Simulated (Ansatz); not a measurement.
**Zn2C: response to a displaced atom**

Zn2C is deformed so: atom 3 (Zn) moved by (0.057, 0.057, 0.000) Å. What stress and forces result, by LAPW, PAW and all-electron datasets made for the crystal?

Computed with Ansatz 0.2.0 (DFT PBE, scalar-relativistic, unless a step's input says otherwise).

1 further run of the same task is left out (set aside as unsound or not needed).

## (1) The starting structure

The structure is cubic, space group Fm-3m (No. 225). The conventional cell has a = 5.209 Å, b = 5.209 Å, c = 5.209 Å, α = 90.00°, β = 90.00°, γ = 90.00°. C (site symmetry m-3m) is surrounded by 8 Zn at 2.26 Å. Zn (site symmetry -43m) is surrounded by 4 C at 2.26 Å.

As a file:

```
C Zn
1.0
     0.00000    2.60443    2.60443
     2.60443    0.00000    2.60443
     2.60443    2.60443    0.00000
C Zn
1 2
Direct
  0.00000 0.00000 0.00000
  0.25000 0.25000 0.25000
  0.75000 0.75000 0.75000
```

Atoms are numbered in the order of the input: C1, Zn2, Zn3.

## (2) The deformed structure

Space group Fm-3m before, Cm after.

## (3) LAPW, all electrons

File input.yaml:

```yaml
crystal:
  lattice:
    - [0.0, 2.6044255414, 2.6044255414]
    - [2.6044255414, 0.0, 2.6044255414]
    - [2.6044255414, 2.6044255414, 0.0]
  atoms:
    - { symbol: C, position: [0.0, 0.0, 0.0] }
    - { symbol: Zn, position: [0.25, 0.25, 0.25] }
    - { symbol: Zn, position: [0.75, 0.75, 0.7717203368] }
kpoints:
  mp_grid: { grid: [11, 11, 11] }
scf:
  occupations: { method: fermi_dirac, width: 0.08 }
hamiltonian:
  xc: pbe
  pseudopotentials: { kind: all_electron, lapw: { basis_error: 0.0005 } }
output:
  forces: true
  stress: true
  eigenvalues: true
```

Command:

```sh
$ ansatz run input.yaml --threads 1 --pin off --max-ram 4096MiB --backend cpu --events-out ev --progress --plain --runs-dir out
```

## (4) Frozen-core PAW

Changes to input.yaml since step 3:

```diff
@@ -15,3 +15,3 @@
   xc: pbe
-  pseudopotentials: { kind: all_electron, lapw: { basis_error: 0.0005 } }
+  pseudopotentials: { kind: paw }
 output:
@@ -20 +20,2 @@
   eigenvalues: true
+  efg: { contact_densities: true }
```

## (5) All-electron PAW on datasets made for the crystal

Changes to input.yaml since step 4:

```diff
@@ -15,3 +15,3 @@
   xc: pbe
-  pseudopotentials: { kind: paw }
+  pseudopotentials: { kind: all_electron, datasets: crystal }
 output:
```

(Steps that only read results are left out.)

Before running it: what results should come out? Wanted: pressure; largest shear or deviatoric stress; force on Zn3 along the move.

**Answer**, as computed:

| quantity | value |
| --- | --- |
| pressure | LAPW 0.25, PAW 0.28, crystal datasets 0.25 GPa |
| largest shear or deviatoric stress (LAPW) | 0.20 GPa |
| force on Zn3 along the move | -0.424 eV/Å |

Zn3 feels a force against its move; no run of the undisplaced cell is shown, so any force that was there before is in it. No run of the undeformed cell stands beside it, so the pressure holds what the given cell had before the change. PAW: stress within 0.03 GPa of LAPW, forces within 2 meV/Å. Crystal datasets: stress within 0.01 GPa of LAPW, forces within 1 meV/Å.
